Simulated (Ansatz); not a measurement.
**C₃H₄FGa: an energy map over two coordinates**

A grid of calculations on C3H4FGa, SMILES FCC#[C][GaH2], to see where the energy is lowest and how it rises around there.

Computed with Ansatz 0.2.0. Level: RKS SPW92 (LDA)/def2-TZVP.

**1. Where the work starts**

SMILES `FCC#[C][GaH2]`, 9 atoms, charge 0, spin multiplicity 1.

Atoms are counted from 1 here; the program's logs count them from 0.

Bond lengths: F1–C2 1.387 Å, C2–C3 1.456 Å, C2–H6 1.116 Å, C2–H7 1.116 Å, C3–C4 1.236 Å, C4–Ga5 1.917 Å, Ga5–H8 1.572 Å, Ga5–H9 1.571 Å. Angles: F1–C2–C3 112.9°, F1–C2–H6 108.7°, F1–C2–H7 108.7°, C3–C2–H6 109.5°, C3–C2–H7 109.6°, H6–C2–H7 107.2°, C2–C3–C4 179.8°, C3–C4–Ga5 179.8°, C4–Ga5–H8 117.8°, C4–Ga5–H9 117.9°, H8–Ga5–H9 124.3°.

Geometry (Å):

```xyz
9
C3H4FGa
F     2.0591    1.9607   -0.1561
C     1.7050    0.7644   -0.7611
C     0.4773    0.1975   -0.2199
C    -0.5661   -0.2816    0.2370
Ga   -2.1864   -1.0175    0.9486
H     1.5836    0.9394   -1.8563
H     2.5416    0.0375   -0.6330
H    -2.6804   -2.3944    0.3736
H    -2.9336   -0.2060    2.0673
```

This geometry comes from a loose relaxation at PBE in a small basis, which is not shown.

**3. The grid**

First coordinate, angle C2–C3–C4 (carried through 180): 11 values from 140 to 220 °. Second coordinate, change of the bonds C3–C2, C3–C4, all alike: 11 values from −0.146 to 0.225 Å.

Nothing else is relaxed (all other coordinates rigid). Energies count from the relaxed molecule at the same level. Points are written as (first, second).

(The set-up runs are not shown.)

**4. Grid point (180°, 0.003 Å)**

Input file input.yaml:

```yaml
crystal:
  periodic: [false, false, false]
  atoms:
    - { symbol: F, position_ang: [2.022691, 1.946442, -0.17546] }
    - { symbol: C, position_ang: [1.677849, 0.745874, -0.762812] }
    - { symbol: C, position_ang: [0.467477, 0.199131, -0.216127] }
    - { symbol: C, position_ang: [-0.566819, -0.280652, 0.22539] }
    - { symbol: Ga, position_ang: [-2.163288, -1.006556, 0.917872] }
    - { symbol: H, position_ang: [1.563205, 0.915828, -1.851672] }
    - { symbol: H, position_ang: [2.517508, 0.037787, -0.617134] }
    - { symbol: H, position_ang: [-2.659925, -2.359913, 0.330266] }
    - { symbol: H, position_ang: [-2.898484, -0.216041, 2.03793] }
basis:
  gaussian: { orbitals: def2-TZVP }
hamiltonian:
  xc: lda
output:
  forces: true
```

On the command line:

```bash
ansatz run input.yaml --threads 1 --pin off --max-ram 2560MiB --backend cpu --events-out ev --progress --plain --runs-dir out
```

Further runs follow: the other points that were computed.

What does the calculation give? Wanted: lowest point; highest computed point; largest force on an atom.

**Answer**, as computed:

| quantity | value |
| --- | --- |
| lowest point | (180°, 0.003 Å), 0.07 kJ/mol |
| highest computed point | (220°, −0.146 Å), 261 kJ/mol above the lowest |
| largest force on an atom (eV/Å) | 0.3 at (180°, 0.003 Å) to 22.7 at (220°, −0.146 Å); 0.3 at the lowest point |
| time for the whole task | 7.7 min on 1 thread, shared host |

**Reading.** The lowest computed point is at (180°, 0.003 Å), 0.07 kJ/mol from the relaxed molecule at the same level. The grid is coarse, so the lowest point of the scanned range may lie between grid points; coordinates that were held can hide deeper minima. No other kind of well shows on this grid. The highest computed point, (220°, −0.146 Å), lies 261 kJ/mol above the lowest. Round the minimum the two coordinates are nearly uncoupled.
